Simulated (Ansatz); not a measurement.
# CH4S2Si: one species, many methods

The task here is to estimate one member of a computed series from the others.

Method: functionals in def2-TZVPP, the program's frozen cores in correlated methods; program: Ansatz 0.2.0, Gaussian basis.

Levels to be run: LDA (SPW92), PBE-D4, revPBE-D4, BLYP-D4, r2SCAN-D4, B97M-V, PBE0-D4, B3LYP-D4, r2SCANh-D4, r2SCAN0-D4, HSE06-D4, BHLYP-D4, CAM-B3LYP-D4, LC-ωPBE, ωB97X-V, ωB97M-V, B2PLYP, PBE-QIDH; CCSD(T)/def2-SVP; CCSD(T)/def2-TZVPP; MP2/def2-QZVPP; extrapolation to the limit; RPA on PBE.

## The geometry

All runs share one geometry, relaxed beforehand with PBE0-D4 in a triple-zeta def2 set.

SMILES `C1[SiH2]SS1`, 8 atoms, charge 0, spin multiplicity 1.

Atoms are counted from 1 here; the program's logs count them from 0.

Bond lengths: C1–Si2 1.875 Å, C1–S4 1.829 Å, C1–H5 1.090 Å, C1–H6 1.091 Å, Si2–S3 2.141 Å, Si2–H7 1.486 Å, Si2–H8 1.485 Å, S3–S4 2.118 Å. Angles: Si2–C1–S4 91.6°, Si2–C1–H5 116.7°, Si2–C1–H6 115.1°, S4–C1–H5 110.5°, S4–C1–H6 110.7°, H5–C1–H6 110.7°, C1–Si2–S3 89.4°, C1–Si2–H7 118.9°, C1–Si2–H8 110.6°, S3–Si2–H7 114.0°, S3–Si2–H8 112.7°, H7–Si2–H8 109.9°, Si2–S3–S4 77.1°, C1–S4–S3 91.4°.

The first run:

File in.yaml:

```yaml
crystal:
  periodic: [false, false, false]
  atoms:
    - {symbol: C, position_ang: [-0.513568, 0.770941, -0.338988]}
    - {symbol: Si, position_ang: [0.283573, -0.571450, 0.699506]}
    - {symbol: S, position_ang: [1.684464, -0.929757, -0.879208]}
    - {symbol: S, position_ang: [0.062144, -0.013836, -1.887464]}
    - {symbol: H, position_ang: [-1.602032, 0.823689, -0.319383]}
    - {symbol: H, position_ang: [-0.077891, 1.764774, -0.224590]}
    - {symbol: H, position_ang: [0.911988, -0.198744, 1.993967]}
    - {symbol: H, position_ang: [-0.656577, -1.702716, 0.900460]}
basis:
  gaussian: {orbitals: def2-TZVPP}
hamiltonian: {xc: lda}
output: {orbitals: {seedname: orbitals}}
```

The run is started by

```bash
ansatz run in.yaml --threads 2 --pin off --events-out ev --progress --plain --max-ram 4352MiB
```

Among the steps run: LDA; PBE-D4 (GGA); revPBE-D4 (GGA); BLYP-D4 (GGA); r2SCAN-D4 (meta-GGA); B97M-V (meta-GGA); B3LYP-D4 (hybrid); r2SCANh-D4 (hybrid); r2SCAN0-D4 (hybrid); HSE06-D4 (hybrid); BHLYP-D4 (hybrid); CAM-B3LYP-D4 (range-separated); LC-ωPBE (range-separated); ωB97X-V (range-separated); ωB97M-V (range-separated); B2PLYP (double hybrid); PBE-QIDH (double hybrid).

One of the session's tables, all rows but one given; the rest of the session is left out.

It belongs to the step «Orbital energies across the functionals». 

| functional | HOMO (eV) | LUMO (eV) | gap (eV) |
| --- | --- | --- | --- |
| LDA (SPW92) | ? | ? | ? |
| PBE-D4 | -4.99 | -2.48 | 2.51 |
| revPBE-D4 | -4.95 | -2.39 | 2.56 |
| BLYP-D4 | -4.83 | -2.32 | 2.51 |
| r2SCAN-D4 | -5.20 | -2.31 | 2.90 |
| B97M-V | -5.33 | -2.24 | 3.08 |
| PBE0-D4 | -6.14 | -1.52 | 4.63 |
| B3LYP-D4 | -5.92 | -1.72 | 4.19 |
| r2SCANh-D4 | -5.63 | -1.95 | 3.68 |
| r2SCAN0-D4 | -6.28 | -1.42 | 4.86 |
| HSE06-D4 | -5.75 | -1.90 | 3.85 |
| BHLYP-D4 | -7.17 | -0.46 | 6.71 |
| CAM-B3LYP-D4 | -7.43 | -0.38 | 7.04 |
| LC-ωPBE | -8.78 | 0.78 | 9.57 |
| ωB97X-V | -8.44 | 0.66 | 9.10 |
| ωB97M-V | -8.28 | 0.49 | 8.77 |

Q: Estimate the row for LDA (SPW92) from the others.

The run gave: HOMO (eV): -5.09; LUMO (eV): -2.69; gap (eV): 2.41. In the column «HOMO (eV)» it lies between r2SCAN-D4 (-5.20) and PBE-D4 (-4.99).
